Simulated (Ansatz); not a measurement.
**GeClO+ (triplet): the correlation ladder, cc-pVDZ**

One table from this session's results is given with a row withheld; the runs are named, their logs left out.

The runs use Ansatz 0.2.0, Gaussian basis; cc-pVDZ, core rule «outside noble gas», up to 20 orbitals frozen.

Plan: UHF; CCSD(T) on ROHF; CCSD(T) on UHF; BCCD(T) on ROHF; CISD as a restricted active space (open shells left free, so some higher excitations enter); CCSDT(Q) on ROHF; CCSDT(Q) on UHF; CASSCF and MRCISD+Q, 14 electrons in 11 orbitals; CASSCF and NEVPT2, 14 electrons in 11 orbitals.

19 further runs of the same task are left out: 3 for a known fault of the program, 8 that didn't finish, 8 set aside as unsound or not needed. Runs told in other sessions of the task aren't counted.

## The system

The geometry is a PBE0/def2-TZVP stationary point (not a proven minimum) of the parent state, kept for this charge and spin. No spin-orbit coupling is included. The filled d shell of Ge may be among the frozen orbitals whatever the setting's name suggests.

3 atoms, charge 1, spin multiplicity 3.

Atoms are counted from 1 here; the program's logs count them from 0.

Bond lengths: Cl1–Ge3 2.166 Å, O2–Ge3 1.660 Å. Angles: Cl1–Ge3–O2 119.3°.

Geometry (Å):

```csv
atom,x (Å),y (Å),z (Å)
Cl1,0.0000,0.2435,1.6448
O2,0.0000,0.8786,-1.6052
Ge3,0.0000,-0.3123,-0.4492
```

The first run:

in.yaml reads:

```yaml
crystal:
  periodic: [false, false, false]
  atoms:
    - {symbol: Cl, position_ang: [0.000000, 0.243476, 1.644766]}
    - {symbol: O, position_ang: [0.000000, 0.878551, -1.605214]}
    - {symbol: Ge, position_ang: [0.000000, -0.312338, -0.449193]}
basis:
  gaussian: {orbitals: cc-pVDZ}
total_charge: 1
magnetization: {spin_polarized: true, initial_magnetization: 2}
hamiltonian: {xc: hf}
output: {orbitals: {seedname: orbitals}}
```

Command:

```
$ ansatz run in.yaml --threads 1 --pin off --events-out ev --progress --plain --max-ram 2393MiB
```

Steps of the session up to this table: UHF; CCSD(T) on ROHF; CCSD(T) on UHF; BCCD(T) on ROHF; CISD as a restricted active space (open shells left free, so some higher excitations enter); CCSDT(Q) on ROHF; CCSDT(Q) on UHF; CASSCF and MRCISD+Q, 14 electrons in 11 orbitals; CASSCF and NEVPT2, 14 electrons in 11 orbitals.

One of the session's tables, all rows but one given; the rest of the session is left out.

It belongs to the step «Misses and costs». 

```
          method  from RCCSDT(Q) (meV)
            ROHF              +10394.8
             UHF              +10157.3
            RMP2               +1238.1
            UMP2               +1247.6
           RCCSD                +416.2
           UCCSD                +404.1
        RCCSD(T)                     ?
        UCCSD(T)                 +94.5
         BCCD(T)                 +94.0
          RCCSDT                 +34.8
          UCCSDT                 +30.5
       RCCSDT(Q)                     0
       UCCSDT(Q)                 -15.2
  CASSCF valence               +8029.6
  NEVPT2 valence               +1497.1
  MRCISD valence                +802.6
MRCISD+Q valence                +143.7
```

Q: Estimate the row for RCCSD(T) from the others.

As computed: from RCCSDT(Q) (meV): +96.1. In the column «from RCCSDT(Q) (meV)» it lies between UCCSD(T) (+94.5) and MRCISD+Q valence (+143.7).

Not comparable, so not listed: CISD as a restricted active space (open shells left free, so some higher excitations enter) (they don't share determinant, frozen orbitals or solution with the rows shown, or repeat one).

Limits of these values: Restricted and unrestricted rows rest on different reference determinants; a gap between their highest levels can come from leftover correlation error, from unlike frozen cores or from another state.
